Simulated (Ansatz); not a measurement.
# Ge₂H₄+ (quartet): the correlation ladder, cc-pVTZ

The task here is to estimate one member of a computed series from the others.

Method: cc-pVTZ, core rule «outside noble gas», up to 28 orbitals frozen; program: Ansatz 0.2.0, Gaussian basis.

The runs, in order: UHF; CCSD(T) on ROHF; CCSD(T) on UHF; BCCD(T) on ROHF; CCSDT(Q) on ROHF; CCSDT(Q) on UHF; CASSCF and NEVPT2, 11 electrons in 12 orbitals.

6 further runs of the same task are left out: 6 set aside as unsound or not needed.

## What is computed

The geometry is a PBE0/def2-TZVP stationary point (not a proven minimum) of the parent state, kept for this charge and spin. No spin-orbit coupling is included. The filled d shell of Ge may be among the frozen orbitals whatever the setting's name suggests; the logs give the count.

6 atoms, charge 1, spin multiplicity 4.

Atoms are counted from 1 here; the program's logs count them from 0.

Bond lengths: Ge1–Ge2 2.423 Å, Ge1–H3 1.540 Å, Ge1–H4 1.535 Å, Ge1–H5 1.540 Å, Ge2–H6 1.550 Å. Angles: Ge2–Ge1–H3 110.7°, Ge2–Ge1–H4 107.0°, Ge2–Ge1–H5 110.7°, H3–Ge1–H4 109.6°, H3–Ge1–H5 109.3°, H4–Ge1–H5 109.6°, Ge1–Ge2–H6 122.2°.

Set-up of the first run:

Contents of in.yaml:

```yaml
crystal:
  periodic: [false, false, false]
  atoms:
    - {symbol: Ge, position_ang: [0.000000, -0.022865, 1.190258]}
    - {symbol: Ge, position_ang: [0.000000, 0.040906, -1.232137]}
    - {symbol: H, position_ang: [1.255509, -0.742092, 1.716378]}
    - {symbol: H, position_ang: [0.000000, 1.432623, 1.676692]}
    - {symbol: H, position_ang: [-1.255509, -0.742092, 1.716378]}
    - {symbol: H, position_ang: [0.000000, -1.248594, -2.091358]}
basis:
  gaussian: {orbitals: cc-pVTZ}
total_charge: 1
magnetization: {spin_polarized: true, initial_magnetization: 3}
hamiltonian: {xc: hf}
output: {orbitals: {seedname: orbitals}}
```

Command:

```
$ ansatz run in.yaml --threads 1 --pin off --events-out ev --progress --plain --max-ram 4096MiB --backend cpu
```

Among the steps run: UHF; CCSD(T) on ROHF; CCSD(T) on UHF; BCCD(T) on ROHF; CCSDT(Q) on ROHF; CCSDT(Q) on UHF; CASSCF and NEVPT2, 11 electrons in 12 orbitals.

One of the session's tables, all rows but one given; the rest of the session is left out.

```
        method  from RCCSDT(Q) (meV)
          ROHF               +6211.6
           UHF               +6058.5
          RMP2               +1318.8
          UMP2               +1292.5
         RCCSD                +240.8
         UCCSD                +213.8
      RCCSD(T)                 +45.9
      UCCSD(T)                 +24.0
       BCCD(T)                 +45.1
        RCCSDT                  +6.3
        UCCSDT                     ?
     RCCSDT(Q)                     0
     UCCSDT(Q)                 -23.0
CASSCF valence               +4027.7
NEVPT2 valence               +1084.3
```

Q: Estimate the row for UCCSDT from the others.

The run gave: from RCCSDT(Q) (meV): -16.2. In the column «from RCCSDT(Q) (meV)» it lies between UCCSDT(Q) (-23.0) and RCCSDT(Q) (0).

To keep in mind: Restricted and unrestricted rows rest on different reference determinants; where their highest levels disagree by more than a few hundredths of an eV, they describe different states and don't form one ladder.
